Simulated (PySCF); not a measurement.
# C2H6F3GeO3 radical, an adsorbate on a surface model (Ge site with back bonds C, O, O): interaction energy, part 3 of 3

PySCF 2.14.0. Atoms count from 0, parts from 1. Earlier steps stand in the parts before.

## 8. Interaction energy: 3.46 Å

What the job is given:

```
{"job": {"kind": "inter", "xc": "revPBE", "basis": "def2-SVP", "disp": "d3bj"}, "charge": 0, "multiplicity": 2, "parts": [{"atoms": "0-10", "charge": 0, "multiplicity": 1}, {"atoms": "11-14", "charge": 0, "multiplicity": 2}]}
Ge    -0.411845     0.046112     0.217794
C      1.486625    -0.208590     0.422114
O     -0.783890     1.136746    -1.126729
O     -1.313673    -1.438563    -0.116015
O     -1.176334     0.822484     1.631298
H      1.831740    -1.029342    -0.208387
H      2.020100     0.694773     0.122786
H      1.758099    -0.437974     1.452288
H     -1.393471     0.726275    -1.740352
H     -2.005380    -1.610279     0.523577
H     -1.700327     1.568915     1.337022
F      0.031524    -1.951073     4.138214
C     -1.121053    -1.343424     4.367444
F     -1.251156    -1.092726     5.655137
F     -2.118721    -2.107669     3.949918
```

Method: revPBE-D3(BJ)/def2-SVP interaction energy, counterpoise and uncorrected, gas phase.

The log of the run:

```text
part 1, own basis, geometry of the cluster: E = -2343.7576426059 (as before)

part 2, own basis, geometry of the cluster: E = -337.1970347715 (as before)

part 1, own basis, relaxed alone: E = -2343.7579901710 (as before)

part 2, own basis, relaxed alone: E = -337.1975701895 (as before)

cluster
final grid: 136128 points
cycle   1  E = -2680.9571222614  dE = -2.454e-03  |g| = 8.108e-03  |ddm| = 2.294e-01
cycle   2  E = -2680.9570695774  dE =  5.268e-05  |g| = 1.485e-02  |ddm| = 1.741e-02
cycle   3  E = -2680.9571480980  dE = -7.852e-05  |g| = 1.265e-03  |ddm| = 1.028e-02
cycle   4  E = -2680.9571485448  dE = -4.468e-07  |g| = 6.893e-04  |ddm| = 1.467e-03
cycle   5  E = -2680.9571487101  dE = -1.653e-07  |g| = 2.291e-04  |ddm| = 6.939e-04
cycle   6  E = -2680.9571487306  dE = -2.057e-08  |g| = 7.608e-05  |ddm| = 2.550e-04
cycle   7  E = -2680.9571487324  dE = -1.749e-09  |g| = 4.194e-05  |ddm| = 8.484e-05
cycle   8  E = -2680.9571487330  dE = -6.239e-10  |g| = 8.130e-06  |ddm| = 3.343e-05
converged SCF energy = -2680.9571487330

part 1 in the basis of the cluster
final grid: 136128 points
cycle   1  E = -2343.7585776230  dE = -9.359e-04  |g| = 4.469e-03  |ddm| = 1.276e-01
cycle   2  E = -2343.7585667273  dE =  1.090e-05  |g| = 9.003e-03  |ddm| = 1.225e-02
cycle   3  E = -2343.7585824034  dE = -1.568e-05  |g| = 8.699e-04  |ddm| = 7.766e-03
cycle   4  E = -2343.7585825095  dE = -1.061e-07  |g| = 5.071e-04  |ddm| = 1.142e-03
cycle   5  E = -2343.7585825524  dE = -4.295e-08  |g| = 1.544e-04  |ddm| = 4.879e-04
cycle   6  E = -2343.7585825570  dE = -4.572e-09  |g| = 3.499e-05  |ddm| = 1.584e-04
cycle   7  E = -2343.7585825572  dE = -2.055e-10  |g| = 5.523e-06  |ddm| = 3.039e-05
converged SCF energy = -2343.7585825572

part 2 in the basis of the cluster
final grid: 136128 points
cycle   1  E = -337.1980914210  dE = -1.057e-03  |g| = 2.573e-03  |ddm| = 1.573e-01
cycle   2  E = -337.1980917749  dE = -3.538e-07  |g| = 3.002e-03  |ddm| = 5.539e-03
cycle   3  E = -337.1980943144  dE = -2.539e-06  |g| = 9.377e-04  |ddm| = 2.313e-03
cycle   4  E = -337.1980946176  dE = -3.033e-07  |g| = 1.487e-04  |ddm| = 7.536e-04
cycle   5  E = -337.1980946236  dE = -5.962e-09  |g| = 6.300e-05  |ddm| = 1.119e-04
cycle   6  E = -337.1980946250  dE = -1.399e-09  |g| = 7.807e-06  |ddm| = 4.507e-05
cycle   7  E = -337.1980946250  dE = -2.166e-11  |g| = 4.922e-07  |ddm| = 5.632e-06
converged SCF energy = -337.1980946250

Interaction energy (kcal/mol)
  counterpoise       -1.551
  uncorrected        -2.807
  dispersion part    -1.255
  deformation         0.573
  binding            -0.978

Decomposition of the uncorrected value (kcal/mol)
  electrostatic      -0.400
  Pauli               0.405
  orbital            -1.557
  dispersion         -1.255

Charge of each part in the cluster: 0.003 -0.003
```

Wall time 57 s (1 thread of Arm Neoverse N1, shared host); peak memory 0.56 GiB.

In short: -1.55 kcal/mol with counterpoise, basis-set superposition error 1.26.

## 9. Counterpoise and decomposition: 1.96 Å

Settings changed since step 8:

```diff
@@ -12,5 +12,5 @@
 H     -1.700327     1.568915     1.337022
-F      0.031524    -1.951073     4.138214
-C     -1.121053    -1.343424     4.367444
-F     -1.251156    -1.092726     5.655137
-F     -2.118721    -2.107669     3.949918
+F      0.080639    -1.735537     2.653466
+C     -1.071939    -1.127889     2.882696
+F     -1.202042    -0.877190     4.170389
+F     -2.069607    -1.892134     2.465171
```

Method: revPBE-D3(BJ)/def2-SVP interaction energy, counterpoise and uncorrected, gas phase.

The log of the run:

```text
part 1, own basis, geometry of the cluster: E = -2343.7576426059 (as before)

part 2, own basis, geometry of the cluster: E = -337.1970347715 (as before)

part 1, own basis, relaxed alone: E = -2343.7579901710 (as before)

part 2, own basis, relaxed alone: E = -337.1975701895 (as before)

cluster
final grid: 136128 points
cycle   1  E = -2680.9383823041  dE = -2.145e-02  |g| = 6.817e-02  |ddm| = 5.646e-01
cycle   2  E = -2680.9321376442  dE =  6.245e-03  |g| = 1.446e-01  |ddm| = 1.822e-01
cycle   3  E = -2680.9402641702  dE = -8.127e-03  |g| = 1.207e-02  |ddm| = 1.208e-01
cycle   4  E = -2680.9403113194  dE = -4.715e-05  |g| = 5.601e-03  |ddm| = 1.384e-02
cycle   5  E = -2680.9403224868  dE = -1.117e-05  |g| = 1.666e-03  |ddm| = 5.783e-03
cycle   6  E = -2680.9403234753  dE = -9.885e-07  |g| = 4.951e-04  |ddm| = 1.694e-03
cycle   7  E = -2680.9403235824  dE = -1.071e-07  |g| = 2.158e-04  |ddm| = 6.585e-04
cycle   8  E = -2680.9403236035  dE = -2.106e-08  |g| = 6.408e-05  |ddm| = 2.290e-04
cycle   9  E = -2680.9403236044  dE = -9.113e-10  |g| = 3.961e-05  |ddm| = 7.847e-05
cycle  10  E = -2680.9403236050  dE = -6.103e-10  |g| = 1.065e-05  |ddm| = 3.906e-05
converged SCF energy = -2680.9403236050

part 1 in the basis of the cluster
final grid: 136128 points
cycle   1  E = -2343.7613748450  dE = -3.730e-03  |g| = 1.257e-02  |ddm| = 3.283e-01
cycle   2  E = -2343.7613034597  dE =  7.139e-05  |g| = 2.352e-02  |ddm| = 3.201e-02
cycle   3  E = -2343.7614072476  dE = -1.038e-04  |g| = 2.693e-03  |ddm| = 2.022e-02
cycle   4  E = -2343.7614085979  dE = -1.350e-06  |g| = 1.154e-03  |ddm| = 3.453e-03
cycle   5  E = -2343.7614088129  dE = -2.150e-07  |g| = 4.289e-04  |ddm| = 1.167e-03
cycle   6  E = -2343.7614088457  dE = -3.281e-08  |g| = 1.211e-04  |ddm| = 4.341e-04
cycle   7  E = -2343.7614088482  dE = -2.456e-09  |g| = 2.085e-05  |ddm| = 1.051e-04
cycle   8  E = -2343.7614088482  dE = -9.095e-11  |g| = 1.042e-05  |ddm| = 2.829e-05
converged SCF energy = -2343.7614088482

part 2 in the basis of the cluster
final grid: 136128 points
cycle   1  E = -337.2026390894  dE = -5.607e-03  |g| = 1.360e-02  |ddm| = 2.479e-01
cycle   2  E = -337.2025773016  dE =  6.179e-05  |g| = 2.017e-02  |ddm| = 2.281e-02
cycle   3  E = -337.2026982674  dE = -1.210e-04  |g| = 3.649e-03  |ddm| = 1.309e-02
cycle   4  E = -337.2027033416  dE = -5.074e-06  |g| = 5.745e-04  |ddm| = 3.133e-03
cycle   5  E = -337.2027033840  dE = -4.244e-08  |g| = 4.278e-04  |ddm| = 5.313e-04
cycle   6  E = -337.2027034477  dE = -6.362e-08  |g| = 3.944e-05  |ddm| = 3.090e-04
cycle   7  E = -337.2027034483  dE = -6.517e-10  |g| = 5.732e-06  |ddm| = 3.711e-05
converged SCF energy = -337.2027034483

Interaction energy (kcal/mol)
  counterpoise        9.578
  uncorrected         3.657
  dispersion part    -5.350
  deformation         0.573
  binding            10.151

Decomposition of the uncorrected value (kcal/mol)
  electrostatic     -14.119
  Pauli              37.804
  orbital           -14.678
  dispersion         -5.350

Charge of each part in the cluster: 0.042 -0.042
```

Run time: 67 s. Hardware: 1 thread of Arm Neoverse N1, shared host; peak memory 0.56 GiB.

Counterpoise interaction energy: 9.58 kcal/mol.

## 10. Counterpoise and decomposition: 1.85 Å

Settings changed since step 9:

```diff
@@ -12,5 +12,5 @@
 H     -1.700327     1.568915     1.337022
-F      0.080639    -1.735537     2.653466
-C     -1.071939    -1.127889     2.882696
-F     -1.202042    -0.877190     4.170389
-F     -2.069607    -1.892134     2.465171
+F      0.084417    -1.718957     2.539255
+C     -1.068161    -1.111309     2.768485
+F     -1.198264    -0.860610     4.056178
+F     -2.065829    -1.875554     2.350959
```

Method: revPBE-D3(BJ)/def2-SVP interaction energy, counterpoise and uncorrected, gas phase.

The log of the run:

```text
part 1, own basis, geometry of the cluster: E = -2343.7576426059 (as before)

part 2, own basis, geometry of the cluster: E = -337.1970347715 (as before)

part 1, own basis, relaxed alone: E = -2343.7579901710 (as before)

part 2, own basis, relaxed alone: E = -337.1975701895 (as before)

cluster
final grid: 136128 points
cycle   1  E = -2680.9302815812  dE = -2.605e-02  |g| = 8.094e-02  |ddm| = 6.218e-01
cycle   2  E = -2680.9216809939  dE =  8.601e-03  |g| = 1.701e-01  |ddm| = 2.155e-01
cycle   3  E = -2680.9329158702  dE = -1.123e-02  |g| = 1.482e-02  |ddm| = 1.431e-01
cycle   4  E = -2680.9329874509  dE = -7.158e-05  |g| = 6.558e-03  |ddm| = 1.683e-02
cycle   5  E = -2680.9330027092  dE = -1.526e-05  |g| = 2.003e-03  |ddm| = 6.885e-03
cycle   6  E = -2680.9330041335  dE = -1.424e-06  |g| = 5.948e-04  |ddm| = 2.038e-03
cycle   7  E = -2680.9330042918  dE = -1.582e-07  |g| = 2.612e-04  |ddm| = 8.071e-04
cycle   8  E = -2680.9330043217  dE = -2.992e-08  |g| = 7.528e-05  |ddm| = 2.764e-04
cycle   9  E = -2680.9330043229  dE = -1.241e-09  |g| = 4.869e-05  |ddm| = 9.672e-05
cycle  10  E = -2680.9330043239  dE = -9.513e-10  |g| = 1.076e-05  |ddm| = 4.648e-05
converged SCF energy = -2680.9330043239

part 1 in the basis of the cluster
final grid: 136128 points
cycle   1  E = -2343.7617118440  dE = -4.066e-03  |g| = 1.351e-02  |ddm| = 3.485e-01
cycle   2  E = -2343.7616304523  dE =  8.139e-05  |g| = 2.517e-02  |ddm| = 3.392e-02
cycle   3  E = -2343.7617490498  dE = -1.186e-04  |g| = 2.856e-03  |ddm| = 2.155e-02
cycle   4  E = -2343.7617505845  dE = -1.535e-06  |g| = 1.216e-03  |ddm| = 3.720e-03
cycle   5  E = -2343.7617508243  dE = -2.398e-07  |g| = 4.498e-04  |ddm| = 1.226e-03
cycle   6  E = -2343.7617508599  dE = -3.564e-08  |g| = 1.296e-04  |ddm| = 4.540e-04
cycle   7  E = -2343.7617508627  dE = -2.825e-09  |g| = 2.212e-05  |ddm| = 1.145e-04
cycle   8  E = -2343.7617508629  dE = -1.105e-10  |g| = 1.052e-05  |ddm| = 2.995e-05
converged SCF energy = -2343.7617508629

part 2 in the basis of the cluster
final grid: 136128 points
cycle   1  E = -337.2032289800  dE = -6.197e-03  |g| = 1.477e-02  |ddm| = 2.587e-01
cycle   2  E = -337.2031515615  dE =  7.742e-05  |g| = 2.220e-02  |ddm| = 2.465e-02
cycle   3  E = -337.2032986397  dE = -1.471e-04  |g| = 3.851e-03  |ddm| = 1.425e-02
cycle   4  E = -337.2033043197  dE = -5.680e-06  |g| = 6.256e-04  |ddm| = 3.339e-03
cycle   5  E = -337.2033043706  dE = -5.088e-08  |g| = 4.655e-04  |ddm| = 5.821e-04
cycle   6  E = -337.2033044459  dE = -7.536e-08  |g| = 4.244e-05  |ddm| = 3.380e-04
cycle   7  E = -337.2033044467  dE = -7.567e-10  |g| = 6.054e-06  |ddm| = 4.034e-05
converged SCF energy = -337.2033044467

Interaction energy (kcal/mol)
  counterpoise       14.391
  uncorrected         7.879
  dispersion part    -5.721
  deformation         0.573
  binding            14.964

Decomposition of the uncorrected value (kcal/mol)
  electrostatic     -19.385
  Pauli              51.038
  orbital           -18.053
  dispersion         -5.721

Charge of each part in the cluster: 0.045 -0.045
```

Run time: 68 s. Hardware: 1 thread of Arm Neoverse N1, shared host; peak memory 0.56 GiB.

In short: 14.39 kcal/mol with counterpoise, basis-set superposition error 6.51.

## 11. Interaction energy: 4.62 Å

Settings changed since step 10:

```diff
@@ -12,5 +12,5 @@
 H     -1.700327     1.568915     1.337022
-F      0.084417    -1.718957     2.539255
-C     -1.068161    -1.111309     2.768485
-F     -1.198264    -0.860610     4.056178
-F     -2.065829    -1.875554     2.350959
+F     -0.006256    -2.116869     5.280328
+C     -1.158834    -1.509221     5.509558
+F     -1.288937    -1.258522     6.797251
+F     -2.156502    -2.273466     5.092032
```

Method: revPBE-D3(BJ)/def2-SVP interaction energy, counterpoise and uncorrected, gas phase.

The log of the run:

```text
part 1, own basis, geometry of the cluster: E = -2343.7576426059 (as before)

part 2, own basis, geometry of the cluster: E = -337.1970347715 (as before)

part 1, own basis, relaxed alone: E = -2343.7579901710 (as before)

part 2, own basis, relaxed alone: E = -337.1975701895 (as before)

cluster
final grid: 136128 points
cycle   1  E = -2680.9551348204  dE = -1.899e-04  |g| = 3.849e-03  |ddm| = 7.510e-02
cycle   2  E = -2680.9551217752  dE =  1.305e-05  |g| = 7.252e-03  |ddm| = 7.781e-03
cycle   3  E = -2680.9551403953  dE = -1.862e-05  |g| = 5.278e-04  |ddm| = 4.857e-03
cycle   4  E = -2680.9551404565  dE = -6.119e-08  |g| = 3.461e-04  |ddm| = 6.534e-04
cycle   5  E = -2680.9551405024  dE = -4.593e-08  |g| = 4.323e-05  |ddm| = 2.947e-04
cycle   6  E = -2680.9551405032  dE = -7.549e-10  |g| = 2.257e-05  |ddm| = 6.184e-05
converged SCF energy = -2680.9551405032

part 1 in the basis of the cluster
final grid: 136128 points
cycle   1  E = -2343.7577092415  dE = -6.674e-05  |g| = 3.455e-04  |ddm| = 3.363e-02
cycle   2  E = -2343.7577092300  dE =  1.146e-08  |g| = 5.694e-04  |ddm| = 1.011e-03
cycle   3  E = -2343.7577092909  dE = -6.088e-08  |g| = 1.099e-04  |ddm| = 5.473e-04
cycle   4  E = -2343.7577092927  dE = -1.821e-09  |g| = 5.471e-05  |ddm| = 1.208e-04
cycle   5  E = -2343.7577092932  dE = -5.439e-10  |g| = 1.065e-05  |ddm| = 4.930e-05
converged SCF energy = -2343.7577092932

part 2 in the basis of the cluster
final grid: 136128 points
cycle   1  E = -337.1971132017  dE = -7.888e-05  |g| = 2.614e-04  |ddm| = 5.213e-02
cycle   2  E = -337.1971132641  dE = -6.243e-08  |g| = 2.003e-04  |ddm| = 1.398e-03
cycle   3  E = -337.1971132755  dE = -1.144e-08  |g| = 1.109e-04  |ddm| = 2.344e-04
cycle   4  E = -337.1971132792  dE = -3.724e-09  |g| = 3.492e-05  |ddm| = 8.662e-05
cycle   5  E = -337.1971132796  dE = -3.997e-10  |g| = 4.437e-06  |ddm| = 2.546e-05
converged SCF energy = -337.1971132796

Interaction energy (kcal/mol)
  counterpoise       -0.517
  uncorrected        -0.609
  dispersion part    -0.318
  deformation         0.573
  binding             0.056

Decomposition of the uncorrected value (kcal/mol)
  electrostatic      -0.154
  Pauli              -0.014
  orbital            -0.123
  dispersion         -0.318

Charge of each part in the cluster: 0.000 -0.000
```

Run time: 47 s. Hardware: 1 thread of Arm Neoverse N1, shared host; peak memory 0.56 GiB.

Counterpoise interaction energy: -0.52 kcal/mol.

## 12. Interaction energy: 6.93 Å

Settings changed since step 11:

```diff
@@ -12,5 +12,5 @@
 H     -1.700327     1.568915     1.337022
-F     -0.006256    -2.116869     5.280328
-C     -1.158834    -1.509221     5.509558
-F     -1.288937    -1.258522     6.797251
-F     -2.156502    -2.273466     5.092032
+F     -0.081817    -2.448463     7.564556
+C     -1.234395    -1.840814     7.793785
+F     -1.364498    -1.590116     9.081478
+F     -2.232063    -2.605059     7.376260
```

Level: revPBE-D3(BJ)/def2-SVP interaction energy, counterpoise and uncorrected, gas phase.

The log of the run:

```text
part 1, own basis, geometry of the cluster: E = -2343.7576426059 (as before)

part 2, own basis, geometry of the cluster: E = -337.1970347715 (as before)

part 1, own basis, relaxed alone: E = -2343.7579901710 (as before)

part 2, own basis, relaxed alone: E = -337.1975701895 (as before)

cluster
final grid: 136128 points
cycle   1  E = -2680.9547313509  dE = -3.733e-07  |g| = 9.429e-04  |ddm| = 2.864e-03
cycle   2  E = -2680.9547305159  dE =  8.350e-07  |g| = 1.801e-03  |ddm| = 1.981e-03
cycle   3  E = -2680.9547316853  dE = -1.169e-06  |g| = 1.648e-04  |ddm| = 1.289e-03
cycle   4  E = -2680.9547316918  dE = -6.470e-09  |g| = 1.006e-04  |ddm| = 1.933e-04
cycle   5  E = -2680.9547316957  dE = -3.868e-09  |g| = 7.974e-06  |ddm| = 8.185e-05
cycle   6  E = -2680.9547316957  dE = -1.910e-11  |g| = 4.286e-06  |ddm| = 1.298e-05
converged SCF energy = -2680.9547316957

part 1 in the basis of the cluster
final grid: 136128 points
cycle   1  E = -2343.7576425775  dE = -2.019e-09  |g| = 1.371e-05  |ddm| = 2.143e-04
cycle   2  E = -2343.7576425774  dE =  1.410e-10  |g| = 3.029e-05  |ddm| = 3.541e-05
converged SCF energy = -2343.7576425774

part 2 in the basis of the cluster
final grid: 136128 points
cycle   1  E = -337.1970346742  dE = -1.756e-08  |g| = 1.778e-05  |ddm| = 1.118e-03
cycle   2  E = -337.1970346739  dE =  3.166e-10  |g| = 3.580e-05  |ddm| = 3.288e-05
cycle   3  E = -337.1970346743  dE = -4.201e-10  |g| = 1.233e-06  |ddm| = 2.226e-05
converged SCF energy = -337.1970346743

Interaction energy (kcal/mol)
  counterpoise       -0.069
  uncorrected        -0.069
  dispersion part    -0.035
  deformation         0.573
  binding             0.504

Decomposition of the uncorrected value (kcal/mol)
  electrostatic      -0.034
  Pauli              -0.000
  orbital            -0.000
  dispersion         -0.035

Charge of each part in the cluster: 0.000 -0.000
```

Run time: 37 s. Hardware: 1 thread of Arm Neoverse N1, shared host; peak memory 0.56 GiB.

In short: -0.07 kcal/mol with counterpoise, basis-set superposition error 0.00.

## 13. Energy against distance

Energies in kcal/mol, with wall time:

| distance | counterpoise | BSSE | electrostatic | Pauli | orbital | dispersion | time |
| --- | --- | --- | --- | --- | --- | --- | --- |
| 1.85 Å | 14.39 | 6.51 | -19.39 | 51.04 | -18.05 | -5.72 | 68 s |
| 1.96 Å | 9.58 | 5.92 | -14.12 | 37.80 | -14.68 | -5.35 | 67 s |
| 2.08 Å | 6.06 | 5.39 | -10.24 | 27.92 | -12.05 | -4.97 | 63 s |
| 2.19 Å | 3.50 | 4.91 | -7.40 | 20.54 | -9.96 | -4.58 | 64 s |
| 2.31 Å | 1.67 | 4.46 | -5.34 | 15.02 | -8.29 | -4.19 | 98 s |
| 2.42 Å | 0.36 | 4.03 | -3.85 | 10.91 | -6.93 | -3.81 | 64 s |
| 2.54 Å | -0.54 | 3.63 | -2.78 | 7.87 | -5.82 | -3.44 | 67 s |
| 2.89 Å | -1.73 | 2.58 | -1.12 | 2.80 | -3.56 | -2.44 | 62 s |
| 3.46 Å | -1.55 | 1.26 | -0.40 | 0.41 | -1.56 | -1.26 | 57 s |
| 4.62 Å | -0.52 | 0.09 | -0.15 | -0.01 | -0.12 | -0.32 | 47 s |
| 6.93 Å | -0.07 | 0.00 | -0.03 | – | 0.00 | -0.03 | 37 s |

## 14. What came out

What follows sums up all 3 parts.

| quantity | value |
| --- | --- |
| lowest point of the scan | -1.73 kcal/mol at 2.89 Å |

In words: At the lowest point the superposition error is 149 % of the corrected value, so the basis is small for the task and these values are rough. Along the rigid scan the energy is lowest at H9···F14 = 2.89 Å (-1.73 kcal/mol), and -0.07 remains at 6.93 Å. A capped cluster stands for the solid here, so long-range fields and strain are missing, and bands or shifts of the capping hydrogens have no counterpart in it.
